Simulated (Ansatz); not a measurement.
**F− with BF₃: structure and interaction energy**

Aim: relax the pair, then compute its interaction energy with counterpoise at many levels, up to CCSD(T).

Program: Ansatz 0.2.0, Gaussian basis. Level of theory: PBE0-D4 structure, single points in def2-TZVPPD. These are calculated values, not measurements.

Levels: PBE-D4, revPBE-D4, BLYP-D4, r2SCAN-D4, B97M-V, PBE0-D4, B3LYP-D4, HSE06-D4, wB97X-V, wB97M-V, B2PLYP, Hartree-Fock, MP2, CCSD, CCSD(T). The reference is CCSD(T) extrapolated to the basis limit.

Correlated methods freeze the cores. B3LYP uses VWN-RPA correlation. B2PLYP carries no dispersion term here.

163 further runs of the same task are left out: 163 set aside as unsound or not needed. Runs told in other sessions of the task aren't counted.

## (1) The system as given

The pair, from a GFN2-xTB docking trial: 5 atoms, charge -1, spin multiplicity 1.

Atoms are counted from 1 here; the program's logs count them from 0.

Bond lengths: F1–B3 1.388 Å, F2–B3 1.390 Å, B3–F4 1.389 Å, B3–F5 1.389 Å. Angles: F1–B3–F2 109.5°, F1–B3–F4 109.6°, F1–B3–F5 109.4°, F2–B3–F4 109.4°, F2–B3–F5 109.5°, F4–B3–F5 109.5°.

Geometry (Å):

| atom | x (Å) | y (Å) | z (Å) |
| --- | --- | --- | --- |
| F1 | -0.0694 | 0.1070 | -1.3825 |
| F2 | 0.5751 | 1.1507 | 0.5258 |
| B3 | -0.0004 | -0.0004 | -0.0005 |
| F4 | -1.2793 | -0.1548 | 0.5191 |
| F5 | 0.7741 | -1.1026 | 0.3380 |

Atoms 1 to 1 are fragment A (F−), the rest fragment B (BF₃).

## (2) A first relaxation in a small basis

pre/in.yaml reads:

```yaml
crystal:
  periodic: [false, false, false]
  atoms:
    - {symbol: F, position_ang: [-0.069400, 0.107000, -1.382500]}
    - {symbol: F, position_ang: [0.575100, 1.150700, 0.525800]}
    - {symbol: B, position_ang: [-0.000400, -0.000400, -0.000500]}
    - {symbol: F, position_ang: [-1.279300, -0.154800, 0.519100]}
    - {symbol: F, position_ang: [0.774100, -1.102600, 0.338000]}
basis:
  gaussian: {orbitals: def2-SVPD}
total_charge: -1
hamiltonian: {xc: pbe, dispersion: d4}
relax: {f_tol: 0.03, max_steps: 250}
```

On the command line:

```
> ansatz run in.yaml --threads 4 --pin off --events-out ev --progress --plain --max-ram 9574MiB
```

Further steps of the session: Relaxation at PBE0-D4; wB97X-V/def2-TZVPPD; wB97M-V/def2-TZVPPD; B2PLYP/def2-TZVPPD; B97M-V/def2-TZVPPD; CCSD(T)/def2-TZVPPD; MP2/def2-QZVPPD; Hartree-Fock/STO-3G; SPW92/def2-SVP; wB97M-V/def2-SVP; CCSD(T)/def2-SVP; Vibrations of the pair.

Before running it: what results should come out? Wanted: interaction energy, CCSD(T)/CBS; of it Hartree-Fock; D4 term of PBE0-D4; shortest contact; lowest wavenumber.

**Answer**, as computed:

| quantity | value |
| --- | --- |
| interaction energy, CCSD(T)/CBS | -540.56 kJ/mol |
| of it Hartree-Fock (basis limit) | -580.99 kJ/mol |
| D4 term of PBE0-D4 | -2.34 kJ/mol |
| shortest contact | F1–B3 1.41 Å |
| lowest wavenumber | 345 cm⁻¹ |

The pair is bound by 540.56 kJ/mol at fixed fragment shapes. Hartree-Fock gives 107 % of it, so electrostatics, induction and charge transfer lead. The functionals run from PBE0-D4, off by +4.94 kJ/mol, to BLYP-D4, off by +70.95 kJ/mol, against CCSD(T)/CBS. By rung, the mean size of the error is: GGA 63.76, meta-GGA 10.29, hybrid 15.57, screened hybrid 5.02, range-separated hybrid 12.68, double hybrid 25.00 kJ/mol. The double hybrids carry no dispersion term here, unlike the levels marked D4 or V. PBE-D4 gives an interaction energy 52.23 kJ/mol too high, an error of 10 % of the reference. CCSD(T) moves by -13.73 kJ/mol from triple zeta to the limit; gaps between functionals far smaller than that don't rank them. A lower arrangement may exist.
